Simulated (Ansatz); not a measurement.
Working through an all-electron equation of state of Ir, space group Fm-3m

Computed with the Ansatz DFT code, driven from Python.

Interactive session:
```pycon
>>> import warnings
>>> import ansatz as az
>>> from ase.eos import EquationOfState
>>> from ase.units import GPa
>>> import numpy as np
>>> KMESH = (13, 13, 13)
>>> VECTORS = np.array([
...     [0.0, 1.9156, 1.9156],
...     [1.9156, 0.0, 1.9156],
...     [1.9156, 1.9156, 0.0],
... ])
>>> SITES = [
...     ("Ir", (0.0, 0.0, 0.0)),
... ]
>>> def make_crystal(cell):
...     crystal = az.Crystal(lattice=az.Lattice.of(cell))
...     for symbol, position in SITES:
...         crystal = crystal.atom(symbol, position)
...     return crystal
...
>>> warnings.simplefilter("ignore", az.DeckWarning)
>>> volumes, energies = [], []
>>> for scale in np.linspace(0.94, 1.06, 7):
...     cell = VECTORS * scale ** (1 / 3)
...     setup = make_crystal(cell).calculation()
...     setup = setup.functional(az.Functional.PBE)
...     setup = setup.occupations(az.OccupationsMethod.FERMI_DIRAC).kpoints(*KMESH)
...     setup = setup.pseudopotentials("all_electron", lapw=True)
...     r = setup.run().report
...     volumes.append(abs(np.linalg.det(cell)) / len(SITES))
...     energies.append(r["free_energy_ev"] / len(SITES))
...     print(f"{scale:.3f} {volumes[-1]:9.4f} A^3/atom {energies[-1]:16.5f} eV/atom  (estimated basis error {1000 * r['lapw_basis_errors']['total_ev_per_atom']:.2f} meV/atom)")
...
0.940   13.2152 A^3/atom    -485025.83995 eV/atom  (estimated basis error 0.06 meV/atom)
0.960   13.4963 A^3/atom    -485025.90242 eV/atom  (estimated basis error 0.06 meV/atom)
0.980   13.7775 A^3/atom    -485025.94688 eV/atom  (estimated basis error 0.06 meV/atom)
1.000   14.0587 A^3/atom    -485025.97532 eV/atom  (estimated basis error 0.06 meV/atom)
1.020   14.3399 A^3/atom    -485025.98952 eV/atom  (estimated basis error 0.06 meV/atom)
1.040   14.6210 A^3/atom    -485025.99105 eV/atom  (estimated basis error 0.06 meV/atom)
1.060   14.9022 A^3/atom    -485025.98133 eV/atom  (estimated basis error 0.06 meV/atom)
>>> v0, e0, bulk = EquationOfState(volumes, energies, eos="birchmurnaghan").fit()
>>> print(f"V0 = {v0:.4f} A^3/atom, B0 = {bulk / GPa:.1f} GPa")
V0 = 14.5163 A^3/atom, B0 = 347.8 GPa
```

A third-order Birch-Murnaghan fit through the 7 points has its minimum at 14.52 Å³ an atom, 3.2 % above the typed cell, with a bulk modulus of 346 GPa and dB/dP = 5.0. From that minimum the energy rises by 151.9 meV an atom on the compressed side and 10.5 meV on the expanded side. The window is off centre, so dB/dP is rough.

Caveats:
- All-electron totals depend on functional, relativistic treatment and basis; only differences at equal settings carry meaning.
- The run is spin-unpolarised.
- The mesh is modest for a metal, so energies can be off by several to tens of meV an atom and pressures by half a GPa or more; differences at equal mesh fare better.
- Of the deposited cell: the entry's cell lengths or inner coordinates differ somewhat from later room-temperature determinations.
- Spin-orbit coupling, which matters for elements this heavy, is left out.
- Timing: 84 s on 1 thread of Arm Neoverse V1, on a shared host, peak memory 0.43 GiB.
